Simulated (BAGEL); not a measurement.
# CH7NOSi (SMILES OCN[SiH3]): a chain of runs

Wanted: a single-point energy (HF/cc-pVDZ), then a single-point energy (NEVPT2(2,2)/cc-pVDZ), then the energy (CASPT2(2,2)/cc-pVDZ) of CH7NOSi. 

Program for the calculation: BAGEL 1.2.2.

1 further run of the same task is left out (set aside as unsound or not needed).

### 1 Starting point

The species is CH7NOSi (11 atoms), meant as a singlet with charge 0. As SMILES, `OCN[SiH3]`. The C2–N3 distance was set to 2.292 Å, away from the relaxed value. At this shape a bond of the SMILES string is far longer than usual.

Bond lengths: O1–C2 1.405 Å, N3–Si4 1.720 Å, O1–H5 0.962 Å, C2–H6 1.095 Å, C2–H7 1.100 Å, N3–H8 1.009 Å, Si4–H9 1.487 Å, Si4–H10 1.492 Å, Si4–H11 1.485 Å. Some angles: O1–C2–H6 104.7°, O1–C2–H7 111.2°, C2–O1–H5 107.2°, N3–Si4–H9 108.0°, N3–Si4–H10 115.2°, N3–Si4–H11 107.6°, Si4–N3–H8 119.4°, H6–C2–H7 107.8°, H9–Si4–H10 107.2°, H9–Si4–H11 111.1°. A long bond or contact: C2–N3 2.292 Å.

### 2 The energy at HF/cc-pVDZ (density fitting with svp-jkfit) (run 1)

File hf.json:

```json
{ "bagel" : [

{
  "title" : "molecule",
  "basis" : "cc-pvdz.json",
  "df_basis" : "svp-jkfit",
  "angstrom" : "true",
  "geometry" : [
    { "atom" : "O", "xyz" : [      -1.226780,       2.649750,      -0.493442 ] },
    { "atom" : "C", "xyz" : [      -0.028580,       2.039050,      -0.085642 ] },
    { "atom" : "N", "xyz" : [       0.021500,      -0.204300,      -0.552200 ] },
    { "atom" : "Si", "xyz" : [       0.472500,      -1.425900,       0.571200 ] },
    { "atom" : "H", "xyz" : [      -1.949480,       2.132350,      -0.124342 ] },
    { "atom" : "H", "xyz" : [       0.758120,       2.594350,      -0.606342 ] },
    { "atom" : "H", "xyz" : [       0.132020,       2.161850,       0.995358 ] },
    { "atom" : "H", "xyz" : [       0.033200,      -0.410500,      -1.539700 ] },
    { "atom" : "H", "xyz" : [      -0.212700,      -1.140500,       1.860100 ] },
    { "atom" : "H", "xyz" : [       1.934400,      -1.515500,       0.858100 ] },
    { "atom" : "H", "xyz" : [       0.037100,      -2.731600,       0.012700 ] }
  ]
},

{
  "title" : "hf"
},

{
  "title" : "print",
  "file" : "orbitals.molden",
  "orbitals" : "true"
}

]}
```

The basis set cc-pVDZ is read from a file made from the Basis Set Exchange's data (not shown).

Run with:

```bash
$ BAGEL_NUM_THREADS=1 BAGEL hf.json > hf.out
```

The log of the run:

```text
* using 1 threads per process

  ===============================================================
  ===============================================================

  *** Geometry ***

  { "atom" : "O", "xyz" : [     -2.318278,      5.007302,     -0.932470 ] },
  { "atom" : "C", "xyz" : [     -0.054008,      3.853246,     -0.161840 ] },
  { "atom" : "N", "xyz" : [      0.040629,     -0.386071,     -1.043507 ] },
  { "atom" : "Si", "xyz" : [      0.892896,     -2.694560,      1.079412 ] },
  { "atom" : "H", "xyz" : [     -3.683983,      4.029558,     -0.234972 ] },
  { "atom" : "H", "xyz" : [      1.432639,      4.902611,     -1.145820 ] },
  { "atom" : "H", "xyz" : [      0.249482,      4.085304,      1.880954 ] },
  { "atom" : "H", "xyz" : [      0.062739,     -0.775733,     -2.909611 ] },
  { "atom" : "H", "xyz" : [     -0.401945,     -2.155233,      3.515080 ] },
  { "atom" : "H", "xyz" : [      3.655486,     -2.863880,      1.621574 ] },
  { "atom" : "H", "xyz" : [      0.070109,     -5.161976,      0.024000 ] },

  Number of auxiliary basis functions:      483

  Since a DF basis is specified, we compute 2- and 3-index integrals:
    o Being stored without compression. Storage requirement is 0.035 GB

  Number of basis functions:       95
  Number of electrons      :       42

    * METHOD: MOLECULE                             0.27

  *** RHF ***

  === Nuclear Repulsion ===
   154.6593792102

      * DIIS with orbital gradients will be used.

  === RHF iteration (cc-pvdz.json) ===
      0       -459.71997705          0.01807128           0.07
      1       -459.85337145          0.01655985           0.06
      2       -460.04771383          0.00193183           0.07
      3       -460.05134262          0.00105350           0.06
      4       -460.05236943          0.00023609           0.06
      5       -460.05247644          0.00012526           0.07
      6       -460.05250421          0.00005390           0.07
      7       -460.05251166          0.00001156           0.06
      8       -460.05251201          0.00000400           0.07
      9       -460.05251204          0.00000234           0.07
     10       -460.05251205          0.00000093           0.08
     11       -460.05251205          0.00000032           0.07
     12       -460.05251205          0.00000017           0.06
     13       -460.05251205          0.00000010           0.07
     14       -460.05251205          0.00000005           0.07
     15       -460.05251205          0.00000002           0.07
     16       -460.05251205          0.00000001           0.07
    * SCF iteration converged.

    * Permanent dipole moment:
           (    0.158894,    -0.969602,    -0.148199) a.u.

    * METHOD: HF                                   1.33

    * METHOD: PRINT                                0.02

  ===============================================================
```

Run time: 1.8 s. Hardware: 1 thread of Arm Neoverse V1, shared host.

### 3 The energy at NEVPT2(2,2)/cc-pVDZ (density fitting with svp-jkfit) (run 2)

File calc.json:

```json
{ "bagel": [

{
  "title": "molecule",
  "basis": "cc-pvdz.json",
  "df_basis": "svp-jkfit",
  "angstrom": true,
  "geometry": [
    { "atom": "O", "xyz": [   -1.226780,    2.649750,   -0.493442 ] },
    { "atom": "C", "xyz": [   -0.028580,    2.039050,   -0.085642 ] },
    { "atom": "N", "xyz": [    0.021500,   -0.204300,   -0.552200 ] },
    { "atom": "Si", "xyz": [    0.472500,   -1.425900,    0.571200 ] },
    { "atom": "H", "xyz": [   -1.949480,    2.132350,   -0.124342 ] },
    { "atom": "H", "xyz": [    0.758120,    2.594350,   -0.606342 ] },
    { "atom": "H", "xyz": [    0.132020,    2.161850,    0.995358 ] },
    { "atom": "H", "xyz": [    0.033200,   -0.410500,   -1.539700 ] },
    { "atom": "H", "xyz": [   -0.212700,   -1.140500,    1.860100 ] },
    { "atom": "H", "xyz": [    1.934400,   -1.515500,    0.858100 ] },
    { "atom": "H", "xyz": [    0.037100,   -2.731600,    0.012700 ] }
  ]
},
{
  "title": "hf"
},
{
  "title": "nevpt2",
  "nstate": 1,
  "nact": 2,
  "nclosed": 20,
  "active": [20, 22],
  "maxiter": 200,
  "natocc": true,
  "ncore": 8
},
{
  "title": "print",
  "file": "orbitals.molden",
  "orbitals": true
}

]}
```

The basis set cc-pVDZ is read from a file made from the Basis Set Exchange's data (not shown).

Run with:

```bash
$ BAGEL_NUM_THREADS=1 BAGEL calc.json > calc.out
```

The log of the run:

```text
* using 1 threads per process

  ===============================================================
  ===============================================================

  *** Geometry ***

  { "atom" : "O", "xyz" : [     -2.318278,      5.007302,     -0.932470 ] },
  { "atom" : "C", "xyz" : [     -0.054008,      3.853246,     -0.161840 ] },
  { "atom" : "N", "xyz" : [      0.040629,     -0.386071,     -1.043507 ] },
[... 7 lines of this table left out ...]
  { "atom" : "H", "xyz" : [      0.070109,     -5.161976,      0.024000 ] },

  Number of auxiliary basis functions:      483

  Since a DF basis is specified, we compute 2- and 3-index integrals:
    o Being stored without compression. Storage requirement is 0.035 GB

  Number of basis functions:       95
  Number of electrons      :       42

    * METHOD: MOLECULE                             0.27

  *** RHF ***

  === Nuclear Repulsion ===
   154.6593792102

      * DIIS with orbital gradients will be used.

  === RHF iteration (cc-pvdz.json) ===
      0       -459.71997705          0.01807128           0.07
      1       -459.85337145          0.01655985           0.07
      2       -460.04771383          0.00193183           0.07
[... 13 lines of this table left out ...]
     16       -460.05251205          0.00000001           0.07
    * SCF iteration converged.

    * Permanent dipole moment:
           (    0.158894,    -0.969602,    -0.148199) a.u.

    * METHOD: HF                                   1.32

    * freezing 8 orbitals
  ---------------------------
      CASSCF calculation
  ---------------------------

    ==== Active orbitals : =====
         Orbital 20
         Orbital 22
    ============================

    * nstate   :      1
    * nclosed  :     20
    * nact     :      2
    * nvirt    :     73
  === CASSCF iteration (cc-pvdz.json) ===

    * Using the second-order algorithm

      0  0      -460.06383421     2.38e-03      0.02

      1  0      -460.08818836     2.52e-03      0.40
[... 33 lines of this table left out ...]
     18  0      -460.10261110     5.49e-09      0.32

    * Second-order optimization converged. *

     guess   0:   closed 1.                   open ..

  === FCI iteration ===

      0  0      -460.04496462     9.07e-02      0.00
      1  0      -460.09871608     2.04e-02      0.00
      2  0 *    -460.10261110     5.62e-16      0.00

     * ci vector, state   0, <S^2> = 0.0000
       2.     0.9520115341
       .2    -0.3060621487

  === DF-NEVPT2 calculation ===

    * 3-index integral transformation done
    * assembly done

      NEVPT2 correlation energy:   -0.5731042591      0.26

          (+0)     -0.4574840087
          (+0)'    -0.0313882583
          (+1)     -0.0243910148
          (+1)'    -0.0000000000
          (+2)     -0.0009946703
          (-1)     -0.0561896027
          (-1)'     0.0000000000
          (-2)     -0.0026567043

      NEVPT2 total energy:       -460.6757153580

    * METHOD: NEVPT2                               8.21

    * METHOD: PRINT                                0.02

  ===============================================================
```

Wall time 10 s (1 thread of Arm Neoverse V1, shared host).

### 4 A single-point energy at CASPT2(2,2)/cc-pVDZ (density fitting with svp-jkfit) (run 3)

Changes to calc.json since step 3:

```diff
@@ -25,3 +25,3 @@
 {
-  "title": "nevpt2",
+  "title": "casscf",
   "nstate": 1,
@@ -31,4 +31,3 @@
   "maxiter": 200,
-  "natocc": true,
-  "ncore": 8
+  "natocc": true
 },
@@ -38,2 +37,12 @@
   "orbitals": true
+},
+{
+  "title": "smith",
+  "method": "caspt2",
+  "ms": true,
+  "xms": true,
+  "sssr": true,
+  "shift": 0.2,
+  "shift_imag": true,
+  "ncore": 8
 }
```

The basis set cc-pVDZ is read from a file made from the Basis Set Exchange's data (not shown).

Run with:

```bash
$ BAGEL_NUM_THREADS=1 BAGEL calc.json > calc.out
```

The log of the run:

```text
* using 1 threads per process

  ===============================================================
  ===============================================================

  *** Geometry ***

  { "atom" : "O", "xyz" : [     -2.318278,      5.007302,     -0.932470 ] },
  { "atom" : "C", "xyz" : [     -0.054008,      3.853246,     -0.161840 ] },
  { "atom" : "N", "xyz" : [      0.040629,     -0.386071,     -1.043507 ] },
[... 7 lines of this table left out ...]
  { "atom" : "H", "xyz" : [      0.070109,     -5.161976,      0.024000 ] },

  Number of auxiliary basis functions:      483

  Since a DF basis is specified, we compute 2- and 3-index integrals:
    o Being stored without compression. Storage requirement is 0.035 GB

  Number of basis functions:       95
  Number of electrons      :       42

    * METHOD: MOLECULE                             0.26

  *** RHF ***

  === Nuclear Repulsion ===
   154.6593792102

      * DIIS with orbital gradients will be used.

[... 6 lines left out ...]
    * SCF iteration converged.
[... 1 line left out ...]
    * Permanent dipole moment:
[... 27 lines left out ...]
    * Second-order optimization converged. *
[... 9 lines left out ...]
     * ci vector, state   0, <S^2> = 0.0000
[... 16 lines left out ...]
    * Zeroth order energy : state  0       -0.6772995069

    * CASPT2 iteration is performed using orthogonal basis

      -------------------------------------------  CASPT2 iteration  ---------------------------------------------------
       #      aibj      arbs      arbi      airj      risj      airs      arst      rist         Etot      error   time
      ------------------------------------------------------------------------------------------------------------------

       0  -0.45654  -0.00325  -0.05854  -0.02628  -0.00148  -0.02990  -0.00000  -0.00000   -0.5759908  0.0012085   0.14
       1  -0.45665  -0.00327  -0.05871  -0.02644  -0.00153  -0.03028  -0.00000  -0.00000   -0.5768847  0.0001548   0.12
       2  -0.45665  -0.00327  -0.05871  -0.02645  -0.00153  -0.03028  -0.00000  -0.00000   -0.5769024  0.0000251   0.12
       3  -0.45666  -0.00327  -0.05871  -0.02645  -0.00153  -0.03029  -0.00000  -0.00000   -0.5769028  0.0000047   0.12
       4  -0.45665  -0.00327  -0.05871  -0.02645  -0.00153  -0.03029  -0.00000  -0.00000   -0.5769028  0.0000008   0.12

      ------------------------------------------------------------------------------------------------------------------

    * CASPT2 energy : state  0     -460.6825201140
        w/o shift correction       -460.6795139138
        reference weight              0.8403398976

    * METHOD: SMITH                                0.90

  ===============================================================
```

Run time: 11 s. Hardware: 1 thread of Arm Neoverse V1, shared host; peak memory 0.25 GiB.

### 5 Results

| quantity | value |
| --- | --- |
| run 1, HF/cc-pVDZ: total energy | -460.05251 Eh |
| run 1, HF/cc-pVDZ: dipole moment | 2.53 D |
| run 1, HF/cc-pVDZ: HOMO energy | -9.49 eV |
| run 1, HF/cc-pVDZ: LUMO energy | 1.83 eV |
| run 1, HF/cc-pVDZ: HOMO–LUMO gap | 11.32 eV |
| run 2, NEVPT2(2,2)/cc-pVDZ: total energy | -460.67572 Eh |
| run 3, CASPT2(2,2)/cc-pVDZ: total energy | -460.68252 Eh |
